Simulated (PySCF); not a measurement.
# KLi⁻ at other levels of theory

What do other methods print for KLi⁻?

Program: PySCF 2.14.0. Level of theory: method and basis as typed in the scripts. These are calculated values, not measurements.

3 further runs of the same task are left out: 3 that didn't finish.

## 1. The starting structure

KLi⁻: 2 atoms, charge -1, spin multiplicity 2.

Bond lengths: K1–Li2 2.997 Å.

## 2. The run that the others are compared with

The input, input.py:

```python
from pyscf import gto, scf, cc

mol = gto.M(
    atom='K 0 0 0; Li 0 0 2.997',
    basis='sto-3g',
    charge=-1,
    spin=1,
    verbose=4,
)
mf = scf.UHF(mol)
mf.kernel()
mycc = cc.CCSD(mf)
mycc.kernel()
mycc.ccsd_t()
mf.dip_moment()
print('orbital energies (hartree):', [e[max(0, n-3):n+3].round(4) for e, n in zip(mf.mo_energy, mol.nelec)])
```

Started as:

```console
$ OMP_NUM_THREADS=1 python input.py
```

## 3. RHF

Variant 1 changes SCF type: UHF → RHF.

The input, input.py:

```python
from pyscf import gto, scf, cc

mol = gto.M(
    atom='K 0 0 0; Li 0 0 2.997',
    basis='sto-3g',
    charge=-1,
    spin=1,
    verbose=4,
)
mf = scf.RHF(mol)
mf.kernel()
mycc = cc.CCSD(mf)
mycc.kernel()
mycc.ccsd_t()
mf.dip_moment()
print('orbital energies (hartree):', mf.mo_energy[..., max(0, mol.nelec[1]-3):mol.nelec[0]+3].round(4))
```

## 4. Blyp (UKS)

Variant 2 changes functional: none (Hartree–Fock) → blyp; SCF type: UHF → UKS; step after the SCF: ccsd(t) → analyze.

The input, input.py:

```python
from pyscf import gto, dft

mol = gto.M(
    atom='K 0 0 0; Li 0 0 2.997',
    basis='sto-3g',
    charge=-1,
    spin=1,
    verbose=4,
)
mf = dft.UKS(mol, xc='blyp')
mf.kernel()
mf.analyze()
print('orbital energies (hartree):', [e[max(0, n-3):n+3].round(4) for e, n in zip(mf.mo_energy, mol.nelec)])
```

## 5. CCSD

Variant 3 changes step after the SCF: ccsd(t) → ccsd.

input.py, as its differences from that of step 2:

```diff
@@ -13,3 +13,2 @@
 mycc.kernel()
-mycc.ccsd_t()
 mf.dip_moment()
```

## 6. ROHF

Variant 4 changes SCF type: UHF → ROHF.

The input, input.py:

```python
from pyscf import gto, scf, cc

mol = gto.M(
    atom='K 0 0 0; Li 0 0 2.997',
    basis='sto-3g',
    charge=-1,
    spin=1,
    verbose=4,
)
mf = scf.ROHF(mol)
mf.kernel()
mycc = cc.CCSD(mf)
mycc.kernel()
mycc.ccsd_t()
mf.dip_moment()
print('orbital energies (hartree):', mf.mo_energy[..., max(0, mol.nelec[1]-3):mol.nelec[0]+3].round(4))
```

Before running it: what results should come out? Wanted: for each run, E(SCF); from base; gap, α spin; after the SCF.

The runs gave:

```csv
run,E(SCF) (hartree),from base (eV),cycles,"gap, α spin (eV)",after the SCF
base,-600.305070,0,11,7.43,CCSD(T) correlation -1.315 eV
RHF,-600.290408,+0.3990,13,n/a,CCSD(T) correlation -1.711 eV
blyp (UKS),-601.040596,not comparable,9,1.37,n/a
CCSD,-600.305070,0.0000,11,7.43,CCSD correlation -1.292 eV
ROHF,-600.290408,+0.3990,13,n/a,CCSD(T) correlation -1.711 eV
```

**Reading.** The highest filled level of this anion is positive: the basis lacks diffuse functions or the electron is not bound, so these numbers hang on the basis. Of the runs whose energies can be compared, “RHF” moves the SCF energy most (+0.399 eV). On the same reference and core, CCSD(T) gains 1.32 eV in 0.71 s; CCSD reaches 98 % of that in 0.59 s. A lower total energy from another functional means nothing by itself.
